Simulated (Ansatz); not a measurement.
# WHO (sextet): from Hartree-Fock to the top rungs, def2-SVP

The task here is to estimate one member of a computed series from the others.

The runs use Ansatz 0.2.0, Gaussian basis; def2-SVP, core rule «outside noble gas», up to 5 orbitals frozen.

The runs, in order: UHF; CCSD(T) on ROHF; CCSD(T) on UHF; CISD as a restricted active space (open shells left free, so some higher excitations enter); CCSDT(Q) on ROHF; CCSDT(Q) on UHF; CASSCF and MRCISD+Q, 13 electrons in 11 orbitals; CASSCF and NEVPT2, 13 electrons in 11 orbitals.

22 further runs of the same task are left out: 4 for a known fault of the program, 6 that didn't finish, 12 set aside as unsound or not needed. Runs told in other sessions of the task aren't counted.

### The geometry

The geometry is a PBE0/def2-TZVP stationary point (not a proven minimum). No spin-orbit coupling is included. Elements past krypton take def2 core potentials.

3 atoms, charge 0, spin multiplicity 6.

Atoms are counted from 1 here; the program's logs count them from 0.

Bond lengths: W1–O2 1.921 Å, O2–H3 0.962 Å. Angles: W1–O2–H3 119.2°.

Set-up of the first run:

in.yaml

```yaml
crystal:
  periodic: [false, false, false]
  atoms:
    - {symbol: W, position_ang: [0.000000, 0.005553, 0.165001]}
    - {symbol: O, position_ang: [0.000000, -0.108057, -1.752846]}
    - {symbol: H, position_ang: [0.000000, 0.702391, -2.271247]}
basis:
  gaussian: {orbitals: def2-SVP}
magnetization: {spin_polarized: true, initial_magnetization: 5}
hamiltonian: {xc: hf}
output: {orbitals: {seedname: orbitals}}
```

Started as:

```bash
$ ansatz run in.yaml --threads 1 --pin off --events-out ev --progress --plain --max-ram 2393MiB
```

Steps of the session up to this table: UHF; CCSD(T) on ROHF; CCSD(T) on UHF; CISD as a restricted active space (open shells left free, so some higher excitations enter); CCSDT(Q) on ROHF; CCSDT(Q) on UHF; CASSCF and MRCISD+Q, 13 electrons in 11 orbitals; CASSCF and NEVPT2, 13 electrons in 11 orbitals.

One of the session's tables, all rows but one given; the rest of the session is left out.

| method | from RCCSDT(Q) (kJ/mol) |
| --- | --- |
| ROHF | +748.0 |
| UHF | +733.2 |
| RMP2 | +51.2 |
| UMP2 | +39.7 |
| RCCSD | +21.4 |
| UCCSD | +12.1 |
| RCCSD(T) | +2.8 |
| UCCSD(T) | -6.6 |
| RCCSDT | ? |
| UCCSDT | -7.9 |
| RCCSDT(Q) | 0 |
| UCCSDT(Q) | -10.0 |
| CASSCF valence | +602.0 |
| NEVPT2 valence | +116.0 |
| MRCISD valence | +47.8 |
| MRCISD+Q valence | +8.3 |

Estimate the missing values for RCCSDT.

The run gave: from RCCSDT(Q) (kJ/mol): +1.4. In the column «from RCCSDT(Q) (kJ/mol)» it lies between RCCSDT(Q) (0) and RCCSD(T) (+2.8).

Not comparable, so not listed: CISD as a restricted active space (open shells left free, so some higher excitations enter) (they don't share determinant, frozen orbitals or solution with the rows shown, or repeat one).

Limits of these values: Restricted and unrestricted rows rest on different reference determinants; a gap between their highest levels can come from leftover correlation error, from unlike frozen cores or from another state.
